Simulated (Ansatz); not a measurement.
# NbTe (CsCl type): the cost of one run

Method: DFT PBEsol, with the methods named in each step, in Ansatz 0.2.0.

1 further run of the same task is left out (it didn't finish). Runs told in other sessions of the task aren't counted.

## Step 1: Starting point

It takes space group Pm-3m (No. 221, cubic). Conventional cell: a = 3.240 Å, b = 3.240 Å, c = 3.240 Å, α = 90.00°, β = 90.00°, γ = 90.00°. Nb (site symmetry m-3m) has 8 Te at 2.81 Å in its first shell of neighbours. Te (site symmetry m-3m) has 8 Nb at 2.81 Å in its first shell of neighbours.

Structure file:

```
Nb Te
1.0
     3.24036    0.00000    0.00000
     0.00000    3.24036    0.00000
     0.00000    0.00000    3.24036
Nb Te
1 1
Cartesian
  0.0000 0.0000 0.0000
  1.6202 1.6202 1.6202
```

Whether this phase is the stable one at these pressures isn't tested.

Atoms are numbered in the order of the input: Nb1, Te2.

## Step 2: Cell relaxed at zero pressure, PAW

input.yaml

```yaml
crystal:
  lattice:
    - [3.2403561128, 0.0, 0.0]
    - [0.0, 3.2403561128, 0.0]
    - [0.0, 0.0, 3.2403561128]
  atoms:
    - { symbol: Nb, position: [0.0, 0.0, 0.0] }
    - { symbol: Te, position: [0.5, 0.5, 0.5] }
kpoints:
  mp_grid: { grid: [12, 12, 12] }
scf:
  occupations: { method: fermi_dirac, width: 0.1 }
hamiltonian:
  xc: pbesol
  pseudopotentials: { kind: paw }
output:
  forces: true
  stress: true
  write_density: true
  write_potential: true
  elf: true
  volumetric_format: npy
relax:
  f_tol: 0.005
  max_steps: 40
  cell: {}
```

The run is started by

```
$ ansatz run input.yaml --threads 1 --pin off --max-ram 2048MiB --backend cpu --events-out ev --progress --plain --runs-dir out
```

What time and memory should one allow on 1 thread of AMD EPYC 9R45 (Zen 5), shared host?

About 5.2 s, with a peak of 0.43 GiB.
